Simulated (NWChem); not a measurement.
# BSiNH5Cl (SMILES BN[SiH2]Cl): levels of theory compared

Aim: a comparison of 4 runs (HF/STO-3G, HF/3-21G, B3LYP/6-31G*) of BSiNH5Cl. 

The calculation is run with NWChem 7.3.0.

## 1. The system as given

BSiNH5Cl has 9 atoms, charge 0, and is taken as a singlet. As SMILES, `BN[SiH2]Cl`. Geometry: relaxed at PBE0-D4/def2-TZVP. This is one conformer, not always the lowest.

Bond lengths: B1–N2 1.403 Å, N2–Si3 1.730 Å, Si3–Cl4 2.055 Å, B1–H5 1.197 Å, B1–H6 1.196 Å, N2–H7 1.011 Å, Si3–H8 1.480 Å, Si3–H9 1.475 Å. Some angles: B1–N2–Si3 125.7°, N2–Si3–Cl4 111.1°, B1–N2–H7 117.2°, Si3–N2–H7 117.1°, N2–B1–H5 118.7°, N2–B1–H6 119.6°, N2–Si3–H8 110.0°, N2–Si3–H9 108.1°, Cl4–Si3–H8 106.1°, Cl4–Si3–H9 108.6°.

## 2. Energy and forces at HF/STO-3G (run 1)

Input file mol.xyz:

```xyz
9
BClH5NSi hf
B     -0.106000     1.571500     0.033600
N     -0.041100     0.289600     0.599200
Si    -0.027500    -1.200400    -0.279200
Cl     1.841100    -2.056000    -0.253400
H     -0.168500     1.672300    -1.157500
H     -0.103900     2.533000     0.745600
H      0.022500     0.231000     1.606700
H     -0.934100    -2.175700     0.366100
H     -0.393800    -0.911700    -1.678200
```

Input file mol.nw:

```
start mol
title "BClH5NSi hf"
memory total 2200 mb
geometry units angstrom noautosym nocenter noautoz
  load format xyz mol.xyz
end
basis spherical bse
  * library STO-3G
end
scf
  thresh 1e-08
  maxiter 80
end
task scf gradient
```

On the command line:

```console
$ nwchem mol.nw > mol.out
```

Output:

```text
[...]
  functions       =    33
[...]
  wavefunction    = RHF
[...]
         Total SCF energy =   -821.329382770484
      One-electron energy =  -1531.425461156616
      Two-electron energy =    512.252111476994
 Nuclear repulsion energy =    197.843966909138
        Time for solution =      1.6s
[...]
                         RHF ENERGY GRADIENTS
    atom               coordinates                        gradient
                 x          y          z           x          y          z
   1 B      -0.200311   2.969704   0.063495   -0.000726  -0.001484  -0.000458
   2 N      -0.077668   0.547265   1.132324    0.000090  -0.018477   0.018389
   3 Si     -0.051967  -2.268427  -0.527611    0.043550   0.006398   0.013189
   4 Cl      3.479175  -3.885277  -0.478857   -0.016198   0.006105  -0.000294
   5 H      -0.318419   3.160189  -2.187358   -0.001004  -0.000020  -0.023749
   6 H      -0.196343   4.786676   1.408980    0.000346   0.017910   0.015198
   7 H       0.042519   0.436527   3.036223   -0.000593   0.000985  -0.009228
   8 H      -1.765193  -4.111477   0.691829   -0.017934  -0.018907   0.013378
   9 H      -0.744174  -1.722863  -3.171338   -0.007531   0.007489  -0.026426
[...]
```

Run time: 3.3 s. Hardware: 1 thread of Intel Xeon Platinum 8488C (Sapphire Rapids), shared host; peak memory 0.096 GiB.

## 3. Energy and gradient at HF/3-21G (run 2)

Input file run.py:

```python
from ase import Atoms
from ase.calculators.nwchem import NWChem

atoms = Atoms('BNSiClHHHHH', positions=[
    [-0.106000, 1.571500, 0.033600],
    [-0.041100, 0.289600, 0.599200],
    [-0.027500, -1.200400, -0.279200],
    [1.841100, -2.056000, -0.253400],
    [-0.168500, 1.672300, -1.157500],
    [-0.103900, 2.533000, 0.745600],
    [0.022500, 0.231000, 1.606700],
    [-0.934100, -2.175700, 0.366100],
    [-0.393800, -0.911700, -1.678200],
])

calc = NWChem(
    label='geom',
    theory='scf',
    memory='2200 mb',
    basis='3-21G',
    basispar='spherical bse',
    scf={'nopen': '0', 'rhf': None, 'thresh': '1e-08', 'maxiter': '80'},
)
atoms.calc = calc

forces = atoms.get_forces()
print("Total energy (eV):", round(atoms.get_potential_energy(), 6))
print("forces (eV/A):")
for s, f in zip(atoms.symbols, forces):
    print(f"{s:2s} {f[0]:10.5f} {f[1]:10.5f} {f[2]:10.5f}")
print("dipole (e A):", atoms.get_dipole_moment().round(4))
```

On the command line:

```console
$ export ASE_NWCHEM_COMMAND="nwchem PREFIX.nwi > PREFIX.nwo"
$ python run.py
```

Output:

```text
Total energy (eV): -22487.094754
forces (eV/A):
B    -0.02355    0.95270   -0.29989
N     0.06597   -0.12994    0.92704
Si   -2.28833    0.21330   -0.41086
Cl    2.16507   -1.01790   -0.02180
H    -0.00165    0.08757    0.18877
H    -0.01054   -0.10207   -0.18245
H    -0.03358    0.06993   -0.19726
H     0.06551    0.01604   -0.07688
H     0.06109   -0.08958    0.07333
dipole (e A): [-0.4895  0.0807  0.2114]
```

The calculator wrote geom.nwi:

```
title "geom"

permanent_dir geom

scratch_dir geom

start geom

geometry units angstrom nocenter noautosym noautoz
  B  -1.0600000000000000e-01 1.5714999999999999e+00 3.3599999999999998e-02
  N  -4.1099999999999998e-02 2.8960000000000002e-01 5.9919999999999995e-01
  Si -2.7500000000000000e-02 -1.2003999999999999e+00 -2.7920000000000000e-01
  Cl 1.8411000000000000e+00 -2.0560000000000000e+00 -2.5340000000000001e-01
  H  -1.6850000000000001e-01 1.6722999999999999e+00 -1.1575000000000000e+00
  H  -1.0390000000000001e-01 2.5329999999999999e+00 7.4560000000000004e-01
  H  2.2499999999999999e-02 2.3100000000000001e-01 1.6067000000000000e+00
  H  -9.3410000000000004e-01 -2.1757000000000000e+00 3.6609999999999998e-01
  H  -3.9379999999999998e-01 -9.1169999999999995e-01 -1.6781999999999999e+00
end

memory 2200 mb

basis spherical bse noprint
   * library 3-21G
end

scf
  nopen 0
  rhf
  thresh 1e-08
  maxiter 80
end

task scf gradient
```

geom.nwo:

```text
Northwest Computational Chemistry Package (NWChem) 7.3.0
             --------------------------------------------------------

           Job information
           ---------------

    nwchem branch   = 7.3.0
    use scalapack   = T
    input           = geom.nwi
    prefix          = geom.
    data base       = geom/geom.db
    status          = startup
    nproc           =        1

           Memory information
           ------------------

    heap     =     72089598 doubles =      550.0 Mbytes
    stack    =     72089595 doubles =      550.0 Mbytes
    global   =    144179200 doubles =     1100.0 Mbytes (distinct from heap & stack)
    total    =    288358393 doubles =     2200.0 Mbytes
    verify   = yes
    hardfail = no

[... 138 lines left out ...]
 Convergence threshold     :          1.000E-08
[... 12 lines left out ...]
       Final RHF  results
[... 3 lines left out ...]
      One-electron energy =  -1534.771511368270
[... 1 line left out ...]
 Nuclear repulsion energy =    197.843966909138
[... 42 lines left out ...]
                       ROHF Final Molecular Orbital Analysis
[... 239 lines left out ...]
                         RHF ENERGY GRADIENTS

    atom               coordinates                        gradient
                 x          y          z           x          y          z
   1 B      -0.200311   2.969704   0.063495    0.000458  -0.018527   0.005832
   2 N      -0.077668   0.547265   1.132324   -0.001283   0.002527  -0.018028
   3 Si     -0.051967  -2.268427  -0.527611    0.044501  -0.004148   0.007990
[... 5 lines of this table left out ...]
   9 H      -0.744174  -1.722863  -3.171338   -0.001188   0.001742  -0.001426

                 ----------------------------------------
                 |  Time  |  1-e(secs)   |  2-e(secs)   |
                 ----------------------------------------
                 |  CPU   |       0.00   |       1.02   |
                 ----------------------------------------
                 |  WALL  |       0.00   |       1.02   |
                 ----------------------------------------

 Task  times  cpu:        2.9s     wall:        2.9s
 Total times  cpu:        3.0s     wall:        3.0s
```

It took 4.2 s on 1 thread of Intel Xeon Platinum 8488C (Sapphire Rapids), shared host; peak memory 0.094 GiB.

Run 3 isn't shown in full; the table further down has it.

## 4. Energy and forces at B3LYP/6-31G(d) (Cartesian functions) (run 4)

Input file work.nw:

```
start work
title "BClH5NSi gradient"
memory total 2200 mb
geometry noautosym nocenter noautoz
  B     -0.106000     1.571500     0.033600
  N     -0.041100     0.289600     0.599200
  Si    -0.027500    -1.200400    -0.279200
  Cl     1.841100    -2.056000    -0.253400
  H     -0.168500     1.672300    -1.157500
  H     -0.103900     2.533000     0.745600
  H      0.022500     0.231000     1.606700
  H     -0.934100    -2.175700     0.366100
  H     -0.393800    -0.911700    -1.678200
end
basis "ao basis" cartesian
  * library 6-31G*
end
dft
  xc b3lyp
  mult 1
  grid xfine
  convergence energy 1e-08
  maxiter 100
  mulliken
  noprint "final vectors analysis"
end
task dft gradient
```

On the command line:

```console
$ nwchem work.nw > work.out
```

Output:

```text
[...]
          Wavefunction type:  closed shell.
          No. of atoms     :     9
          No. of electrons :    48
[...]
          Charge           :     0
          Spin multiplicity:     1
[...]
          AO basis - number of functions:    78
[...]
              XC Information
              --------------
                         B3LYP Method XC Potential
                     Hartree-Fock (Exact) Exchange  0.200
                        Slater Exchange Functional  0.800 local
                    Becke 1988 Exchange Functional  0.720 non-local
              Lee-Yang-Parr Correlation Functional  0.810
                  VWN I RPA Correlation Functional  0.190 local
[...]
 d= 0,ls=0.0,diis     1   -832.3457243851 -1.03D+03  1.28D-02  5.99D-01     3.7
[...]
 d= 0,ls=0.0,diis     8   -832.4036972055 -6.36D-09  4.75D-06  1.35D-07    26.4
         Total DFT energy =     -832.403697205494
      One electron energy =    -1540.584204194549
           Coulomb energy =      572.456921555210
    Exchange-Corr. energy =      -62.120381475293
 Nuclear repulsion energy =      197.843966909138
[...]
  wavefunction    = closed shell
                         DFT ENERGY GRADIENTS
    atom               coordinates                        gradient
                 x          y          z           x          y          z
   1 B      -0.200311   2.969704   0.063495    0.000404  -0.007222   0.002915
   2 N      -0.077668   0.547265   1.132324    0.000620  -0.000390  -0.001566
   3 Si     -0.051967  -2.268427  -0.527611    0.007339   0.002923   0.003773
   4 Cl      3.479175  -3.885277  -0.478857   -0.008895   0.004655   0.000171
   5 H      -0.318419   3.160189  -2.187358   -0.000002  -0.000425  -0.000550
   6 H      -0.196343   4.786676   1.408980   -0.000012   0.000071   0.000173
   7 H       0.042519   0.436527   3.036223   -0.000205  -0.000142  -0.004903
   8 H      -1.765193  -4.111477   0.691829    0.000469   0.000355  -0.000029
   9 H      -0.744174  -1.722863  -3.171338    0.000282   0.000174   0.000015
[...]
```

Run time: 38 s. Hardware: 1 thread of Intel Xeon Platinum 8488C (Sapphire Rapids), shared host; peak memory 0.14 GiB.

## 5. Overview of the runs

| run | level | iteration cap | module | energy (Eh) | dipole moment (D) | largest force (eV/Å) | wall time |
| --- | --- | --- | --- | --- | --- | --- | --- |
| 1 | HF/STO-3G | 80 | scf | -821.329383 | 2.59 | 2.363 | 3.3 s |
| 2 | HF/3-21G | 80 | scf | -826.385497 | 2.59 | 2.393 | 4.2 s |
| 3 | B3LYP/6-31G* (spherical functions) | 100 | dft | -832.397201 | – | 0.508 | 35 s |
| 4 | B3LYP/6-31G* (Cartesian functions) | 100 | dft | -832.403697 | 1.74 | 0.516 | 38 s |

## 6. Results

```
                       quantity          value
            run 4: total energy  -832.40370 Eh
           run 4: dipole moment         1.74 D
run 4: largest force on an atom     0.516 eV/Å
```

**Reading.** Over runs 1, 2, 4 the dipole moment (its size) runs from 1.74 D (B3LYP/6-31G*) to 2.59 D (HF/STO-3G). The two ends differ in method and basis. In run 1 the basis is minimal, so the values are rough. All runs together took 80 s, the longest 38 s.
